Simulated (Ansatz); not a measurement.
# AlClH2O2, SMILES [OH][Al]([OH])[Cl]: a short molecular-dynamics run

Program: the Ansatz DFT code, driven from Python.

At the Python prompt:
```pycon
>>> import ansatz as az
>>> import numpy as np
>>> config = {
...     "basis": "def2-SVP",
...     "functional": "hf",
...     "n_steps": 40,
...     "temperature_k": 500,
... }
>>> system = (
...     az.Crystal.molecule()
...     .atom("O", [-0.0273, 1.192, -1.207])
...     .atom("Al", [0.0244, -0.338, -0.2799])
...     .atom("O", [1.2374, -0.5225, 1.0438])
...     .atom("Cl", [-1.2801, -1.9848, -0.7497])
...     .atom("H", [-0.7177, 1.781, -0.7248])
...     .atom("H", [0.8054, -0.1916, 1.8715])
... )
>>> calculation = (
...     system.calculation()
...     .basis(gaussian=config["basis"])
...     .functional(config["functional"])
...     .md("nvt_nose_hoover", timestep=0.25, steps=config["n_steps"], temperature=config["temperature_k"], initial_velocities="maxwell_boltzmann", seed=31, thermostat_time=10)
... )
>>> frames = []
>>> res = calculation.session().plan().execute(on_event=lambda e: frames.append(e["data"]) if e["event"] == "md_step" else None)

>>> print("t (fs)   E_pot (eV)      E_kin (eV)   T (K)   d(0-1) (A)")
t (fs)   E_pot (eV)      E_kin (eV)   T (K)   d(0-1) (A)
>>> for f in frames[::2]:
...     xyz = np.array(f["positions_ang"])
...     print(f"{f['time_fs']:6.2f} {f['lagrangian_ev']:14.5f} {f['e_kin_ev']:10.5f} {f['temperature_k']:8.1f} {np.linalg.norm(xyz[0] - xyz[1]):9.4f}")
...
  0.00   -23187.37493    0.25852    500.0    1.7897
  0.50   -23187.41950    0.30274    585.5    1.7889
  1.00   -23187.48625    0.36862    712.9    1.7878
  1.50   -23187.54335    0.42390    819.9    1.7864
  2.00   -23187.55851    0.43605    843.4    1.7847
  2.50   -23187.51900    0.39286    759.8    1.7825
  3.00   -23187.45104    0.32144    621.7    1.7798
  3.50   -23187.41266    0.27970    541.0    1.7765
  4.00   -23187.44713    0.30968    599.0    1.7725
  4.50   -23187.53990    0.39585    765.6    1.7679
  5.00   -23187.63381    0.48057    929.5    1.7628
  5.50   -23187.68139    0.51610    998.2    1.7573
  6.00   -23187.67416    0.49439    956.2    1.7516
  6.50   -23187.63494    0.43956    850.1    1.7459
  7.00   -23187.59691    0.38596    746.5    1.7402
  7.50   -23187.58756    0.36110    698.4    1.7347
  8.00   -23187.62074    0.37762    730.3    1.7294
  8.50   -23187.69415    0.43118    833.9    1.7243
  9.00   -23187.78993    0.50189    970.7    1.7195
  9.50   -23187.87901    0.55961   1082.3    1.7150
 10.00   -23187.93154    0.57551   1113.1    1.7105
>>> kept = np.array([f["conserved_ev"] for f in frames])
>>> print(f"conserved energy moves by at most {1000 * np.ptp(kept):.3f} meV")
conserved energy moves by at most 2.222 meV
```

What to keep in mind:
- The settings weren't tested for convergence.
- The trajectory is only some femtoseconds long, so its temperature is not equilibrated; where the script doesn't relax first, it starts from a rough generated geometry.
- The temperature counts the internal degrees of freedom alone.
- Hardware and time: 34 s on 1 thread of Arm Neoverse V1 (shared host), peak memory 0.2 GiB.

(Lines on the test bed's own set-up are left out of the output.)
